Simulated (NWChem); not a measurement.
# One shape, several levels: SnSiNH5O (SMILES [NH2][Sn][O][SiH3])

We compute a comparison of 5 runs (HF/STO-3G, HF/3-21G, PBE/STO-3G, PBE/3-21G, MP2/3-21G) of SnSiNH5O. 

Program for the calculation: NWChem 7.3.0.

## (1) The system as given

SnSiNH5O: 9 atoms, total charge 0, spin state singlet. SMILES: `[NH2][Sn][O][SiH3]`. The coordinates come from a PBE0-D4/def2-TZVP relaxation. This is one conformer, not always the lowest.

Bond lengths: N1–Sn2 2.011 Å, Sn2–O3 1.989 Å, O3–Si4 1.623 Å, N1–H5 1.010 Å, N1–H6 1.008 Å, Si4–H7 1.496 Å, Si4–H8 1.489 Å, Si4–H9 1.489 Å. Some angles: N1–Sn2–O3 95.2°, Sn2–O3–Si4 144.0°, Sn2–N1–H5 124.3°, Sn2–N1–H6 124.2°, O3–Si4–H7 112.1°, O3–Si4–H8 110.7°, O3–Si4–H9 110.7°, H5–N1–H6 111.5°, H7–Si4–H8 107.4°, H7–Si4–H9 107.4°.

## (2) Energy and gradient at HF/STO-3G (run 1)

The input, sp.xyz:

```xyz
9

N     -0.671400     1.493600    -1.238200
Sn     0.551800     0.169600    -2.130200
O      0.832700    -0.940300    -0.503400
Si     0.448500    -1.088800     1.066900
H     -0.946600     1.449700    -0.267600
H     -1.089500     2.283000    -1.705900
H     -0.480900    -0.008600     1.522400
H      1.669000    -1.012700     1.916500
H     -0.225100    -2.392000     1.322100
```

The input, sp.nw:

```
start sp
memory total 2200 mb

geometry noautosym nocenter noautoz
  load sp.xyz
end

basis spherical bse
  N library STO-3G
  Sn library STO-3G
  O library STO-3G
  Si library STO-3G
  H library STO-3G
end

scf
  singlet
  rhf
  thresh 1e-08
  maxiter 80
end

task scf gradient
```

Run with:

```console
nwchem sp.nw > sp.out
```

Log:

```text
[...]
  functions       =    51
[...]
  wavefunction    = RHF
[...]
         Total SCF energy =  -6379.413550991497
      One-electron energy =  -9714.568443186288
      Two-electron energy =   2891.355237852718
 Nuclear repulsion energy =    443.799654342073
        Time for solution =      6.0s
[...]
                         RHF ENERGY GRADIENTS
    atom               coordinates                        gradient
                 x          y          z           x          y          z
   1 N      -1.268762   2.822495  -2.339859   -0.042487   0.048623   0.024803
   2 Sn      1.042751   0.320498  -4.025494    0.020127   0.001658  -0.067998
   3 O       1.573575  -1.776909  -0.951288    0.004897  -0.032336   0.057971
   4 Si      0.847542  -2.057534   2.016149    0.014611  -0.003593  -0.038459
   5 H      -1.788815   2.739536  -0.505691    0.006763  -0.006226  -0.007334
   6 H      -2.058856   4.314244  -3.223684    0.005938  -0.008225  -0.000153
   7 H      -0.908769  -0.016252   2.876919   -0.021154   0.025705   0.007831
   8 H       3.153953  -1.913726   3.621660    0.026219   0.002173   0.018111
   9 H      -0.425377  -4.520225   2.498407   -0.014914  -0.027778   0.005229
[...]
```

It took 9.6 s on 1 thread of Intel Xeon 6975P-C (Granite Rapids), shared host; peak memory 0.097 GiB.

## (3) Energy and gradient at HF/3-21G (run 2)

The input, input.nw:

```
start input
memory total 2200 mb
geometry units atomic noautosym nocenter noautoz
   N   -1.26876212   2.82249494  -2.33985889
   Sn   1.04275088   0.32049755  -4.02549459
   O    1.57357494  -1.77690947  -0.95128813
   Si   0.84754217  -2.05753380   2.01614880
   H   -1.78881475   2.73953596  -0.50569071
   H   -2.05885661   4.31424474  -3.22368380
   H   -0.90876929  -0.01625164   2.87691905
   H    3.15395290  -1.91372565   3.62166012
   H   -0.42537735  -4.52022489   2.49840691
end
basis spherical bse
   N library 3-21G
   Sn library 3-21G
   O library 3-21G
   Si library 3-21G
   H library 3-21G
end
scf
   thresh 1e-08
   maxiter 80
   print low
end
task scf gradient
```

Run with:

```console
nwchem input.nw > input.out
```

Log:

```text
[...]
  functions       =    72
[...]
  wavefunction    = RHF
[...]
         Total SCF energy =  -6415.267347423137
      One-electron energy =  -9739.254138420858
      Two-electron energy =   2880.187168387720
 Nuclear repulsion energy =    443.799622610002
        Time for solution =      6.1s
[...]
                         RHF ENERGY GRADIENTS
    atom               coordinates                        gradient
                 x          y          z           x          y          z
   1 N      -1.268762   2.822495  -2.339859   -0.003975   0.006390  -0.001440
   2 Sn      1.042751   0.320498  -4.025495   -0.001485   0.007137  -0.011517
   3 O       1.573575  -1.776909  -0.951288    0.005547  -0.024502   0.038079
   4 Si      0.847542  -2.057534   2.016149   -0.001011   0.010747  -0.021212
   5 H      -1.788815   2.739536  -0.505691    0.000440  -0.002765   0.004729
   6 H      -2.058857   4.314245  -3.223684   -0.001889   0.003282  -0.001623
   7 H      -0.908769  -0.016252   2.876919   -0.000001   0.000771  -0.001769
   8 H       3.153953  -1.913726   3.621660    0.001596  -0.000228  -0.002494
   9 H      -0.425377  -4.520225   2.498407    0.000778  -0.000831  -0.002755
 Task  times  cpu:        9.1s     wall:        9.1s
[...]
```

Wall time 9.9 s (1 thread of Intel Xeon 6975P-C (Granite Rapids), shared host); peak memory 0.096 GiB.

## (4) Energy and forces at PBE/STO-3G (run 3)

The input, h5nosisn.nw:

```
start h5nosisn
memory total 2200 mb
geometry units atomic noautosym nocenter noautoz
  N  -1.26876212  2.82249494 -2.33985889
  Sn  1.04275088  0.32049755 -4.02549459
  O   1.57357494 -1.77690947 -0.95128813
  Si  0.84754217 -2.05753380  2.01614880
  H  -1.78881475  2.73953596 -0.50569071
  H  -2.05885661  4.31424474 -3.22368380
  H  -0.90876929 -0.01625164  2.87691905
  H   3.15395290 -1.91372565  3.62166012
  H  -0.42537735 -4.52022489  2.49840691
end
basis spherical bse
  * library STO-3G
end
dft
  xc xpbe96 cpbe96
  grid xfine
  convergence energy 1e-08
  maxiter 100
  mulliken
  print medium
end
task dft gradient
```

Run with:

```console
nwchem h5nosisn.nw > h5nosisn.out
```

Log:

```text
[...]
          Wavefunction type:  closed shell.
          No. of atoms     :     9
          No. of electrons :    84
[...]
          Charge           :     0
          Spin multiplicity:     1
[...]
          AO basis - number of functions:    51
[...]
              XC Information
              --------------
          PerdewBurkeErnzerhof Exchange Functional  1.000
            Perdew 1991 LDA Correlation Functional  1.000 local
           PerdewBurkeErnz. Correlation Functional  1.000 non-local
[...]
 d= 0,ls=0.0,diis     1  -6381.5981515994 -6.83D+03  7.41D-02  8.65D-01     1.6
[...]
 d= 0,ls=0.0,diis    12  -6381.7650893916 -5.78D-10  2.59D-07  6.85D-11    14.7
         Total DFT energy =    -6381.765089391561
      One electron energy =    -9714.740892876483
           Coulomb energy =     3088.333238955055
    Exchange-Corr. energy =     -199.157058080134
 Nuclear repulsion energy =      443.799622610002
[...]
      Total Density - Mulliken Population Analysis
     ---------------------------------------------
    Atom       Charge   Shell Charges
 -----------   ------   -------------------------------------------------------
    1 N    7     7.55   1.99  1.55  4.00
    2 Sn  50    49.53   2.00  2.00  6.00  2.00  5.99  2.00  5.97  1.79  1.82 10.00  9.95
    3 O    8     8.46   2.00  1.83  4.63
    4 Si  14    13.39   2.00  1.98  5.87  1.24  2.30
    5 H    1     0.83   0.83
    6 H    1     0.83   0.83
    7 H    1     1.15   1.15
    8 H    1     1.13   1.13
    9 H    1     1.13   1.13
[...]
  wavefunction    = closed shell
                         DFT ENERGY GRADIENTS
    atom               coordinates                        gradient
                 x          y          z           x          y          z
   1 N      -1.268762   2.822495  -2.339859   -0.051373   0.056943   0.033936
   2 Sn      1.042751   0.320498  -4.025495    0.015271  -0.001880  -0.044470
   3 O       1.573575  -1.776909  -0.951288   -0.008599  -0.017926   0.068307
   4 Si      0.847542  -2.057534   2.016149    0.016986  -0.004901  -0.043071
   5 H      -1.788815   2.739536  -0.505691    0.013642  -0.003186  -0.036031
   6 H      -2.058857   4.314245  -3.223684    0.017366  -0.030330   0.013812
   7 H      -0.908769  -0.016252   2.876919   -0.006420   0.009143  -0.000714
   8 H       3.153953  -1.913726   3.621660    0.008556   0.001165   0.006291
   9 H      -0.425377  -4.520225   2.498407   -0.005427  -0.009028   0.001941
[...]
```

Run time: 20 s. Hardware: 1 thread of Intel Xeon 6975P-C (Granite Rapids), shared host; peak memory 0.14 GiB.

Run 4 isn't shown in full; the table further down has it.

## (5) Energy and gradient at MP2/3-21G (run 5)

The input, run.py:

```python
from ase import Atoms
from ase.calculators.nwchem import NWChem

atoms = Atoms(['N', 'Sn', 'O', 'Si', 'H', 'H', 'H', 'H', 'H'], positions=[
    [-0.671400, 1.493600, -1.238200],
    [0.551800, 0.169600, -2.130200],
    [0.832700, -0.940300, -0.503400],
    [0.448500, -1.088800, 1.066900],
    [-0.946600, 1.449700, -0.267600],
    [-1.089500, 2.283000, -1.705900],
    [-0.480900, -0.008600, 1.522400],
    [1.669000, -1.012700, 1.916500],
    [-0.225100, -2.392000, 1.322100],
])

calc = NWChem(
    label='sp',
    theory='mp2',
    memory='2200 mb',
    basis='3-21G',
    basispar='spherical bse',
    scf={'nopen': '0', 'rhf': None, 'thresh': '1e-08', 'maxiter': '80'},
    mp2={'freeze': 'core 25', 'tight': None},
)
atoms.calc = calc

forces = atoms.get_forces()
e = atoms.get_potential_energy()
print(f"E = {e:.6f} eV")
print("forces (eV/A):")
for s, f in zip(atoms.symbols, forces):
    print(f"{s:2s} {f[0]:10.5f} {f[1]:10.5f} {f[2]:10.5f}")
```

Run with:

```console
export ASE_NWCHEM_COMMAND="nwchem PREFIX.nwi > PREFIX.nwo"
python run.py
```

Log:

```text
E = -174577.214274 eV
forces (eV/A):
N     0.34849   -0.44891   -0.10331
Sn    0.19021   -0.22852   -0.08510
O     0.21556    0.75493   -2.41272
Si   -0.17689   -0.49895    1.70243
H    -0.18111    0.04453    0.48023
H    -0.17453    0.37440   -0.28956
H    -0.18229    0.15051    0.23166
H     0.09822    0.01167    0.27552
H    -0.13766   -0.15972    0.20085
```

The calculator wrote sp.nwi:

```
title "sp"

permanent_dir sp

scratch_dir sp

start sp

geometry units angstrom nocenter noautosym noautoz
  N  -6.7140000000000000e-01 1.4936000000000000e+00 -1.2382000000000000e+00
  Sn 5.5179999999999996e-01 1.6960000000000000e-01 -2.1301999999999999e+00
  O  8.3270000000000000e-01 -9.4030000000000002e-01 -5.0339999999999996e-01
  Si 4.4850000000000001e-01 -1.0888000000000000e+00 1.0669000000000000e+00
  H  -9.4660000000000000e-01 1.4497000000000000e+00 -2.6760000000000000e-01
  H  -1.0894999999999999e+00 2.2829999999999999e+00 -1.7059000000000000e+00
  H  -4.8089999999999999e-01 -8.6000000000000000e-03 1.5224000000000000e+00
  H  1.6690000000000000e+00 -1.0126999999999999e+00 1.9165000000000001e+00
  H  -2.2509999999999999e-01 -2.3919999999999999e+00 1.3221000000000001e+00
end

memory 2200 mb

basis spherical bse noprint
   * library 3-21G
end

scf
  nopen 0
  rhf
  thresh 1e-08
  maxiter 80
end
mp2
  freeze core 25
  tight
end

task mp2 gradient
```

sp.nwo:

```text
Northwest Computational Chemistry Package (NWChem) 7.3.0
             --------------------------------------------------------

           Job information
           ---------------

    nwchem branch   = 7.3.0
    use scalapack   = T
    input           = sp.nwi
    prefix          = sp.
    data base       = sp/sp.db
    status          = startup
    nproc           =        1

           Memory information
           ------------------

    heap     =     72089596 doubles =      550.0 Mbytes
    stack    =     72089601 doubles =      550.0 Mbytes
    global   =    144179200 doubles =     1100.0 Mbytes (distinct from heap & stack)
    total    =    288358397 doubles =     2200.0 Mbytes
    verify   = yes
    hardfail = no

[... 127 lines left out ...]
 1-e energy   =   -9737.347475
[... 9 lines left out ...]
 Convergence threshold     :          1.000E-08
[... 16 lines left out ...]
         Total SCF energy =  -6415.267347425628
[... 2 lines left out ...]
 Nuclear repulsion energy =    443.799654342073
[... 435 lines left out ...]
 CPHF converged to   9.8D-07 in   10 iters
[... 87 lines left out ...]
  MP2 natural orbitals output to sp/sp.mp2nos
[... 1 line left out ...]
                         mp2 ENERGY GRADIENTS

    atom               coordinates                        gradient
                 x          y          z           x          y          z
   1 N      -1.268762   2.822495  -2.339859   -0.006777   0.008730   0.002009
   2 Sn      1.042751   0.320498  -4.025494   -0.003699   0.004444   0.001655
   3 O       1.573575  -1.776909  -0.951288   -0.004192  -0.014681   0.046920
[... 5 lines of this table left out ...]
   9 H      -0.425377  -4.520225   2.498407    0.002677   0.003106  -0.003906

                 ----------------------------------------
                 |  Time  |  1-e(secs)   |  2-e(secs)   |
                 ----------------------------------------
                 |  CPU   |       0.00   |       2.88   |
                 ----------------------------------------
                 |  WALL  |       0.00   |       2.88   |
                 ----------------------------------------
 -----------------------
 Task  times  cpu:       16.5s     wall:       16.5s
 Total times  cpu:       16.5s     wall:       16.5s
```

It took 18 s on 1 thread of Intel Xeon 6975P-C (Granite Rapids), shared host; peak memory 0.17 GiB.

## (6) The series

```tsv
run	level	iteration cap	module	energy (Eh)	dipole moment (D)	HOMO energy (eV)	LUMO energy (eV)	wall time
1	HF/STO-3G	80	scf	-6379.413551	1.29	-5.59	5.51	9.6 s
2	HF/3-21G	80	scf	-6415.267347	–	–	–	9.9 s
3	PBE/STO-3G	100	dft	-6381.765089	1.62	-2.09	1.57	20 s
4	PBE/3-21G	100	dft	-6418.240735	2.60	-5.57	-1.96	25 s
5	MP2/3-21G	80	mp2	-6415.594344	2.54	-9.11	1.27	18 s
```

## (7) What came out

```
                                                      quantity           value
                                           run 5: total energy  -6415.59434 Eh
run 5: dipole moment (of the density that the program reports)          2.54 D
                    run 5: HOMO energy (Hartree–Fock orbitals)        -9.11 eV
                    run 5: LUMO energy (Hartree–Fock orbitals)         1.27 eV
                  run 5: HOMO–LUMO gap (Hartree–Fock orbitals)        10.38 eV
           run 5: correlation energy (25 core orbitals frozen)      -327.0 mEh
                               run 5: largest force on an atom      2.537 eV/Å
```

What this shows: Over runs 1, 3, 4, 5 the dipole moment (its size) runs from 1.29 D (HF/STO-3G) to 2.60 D (PBE/3-21G). The two ends differ in method and basis. Over runs 1, 3, 4 the HOMO–LUMO gap runs from 3.61 eV (PBE/3-21G) to 11.10 eV (HF/STO-3G). In runs 1, 3 the basis is minimal, so the values are rough. In runs 1, 2, 3, 4, 5 relativity is left out where basis or elements ask for it. All runs together took 81 s, the longest 25 s.
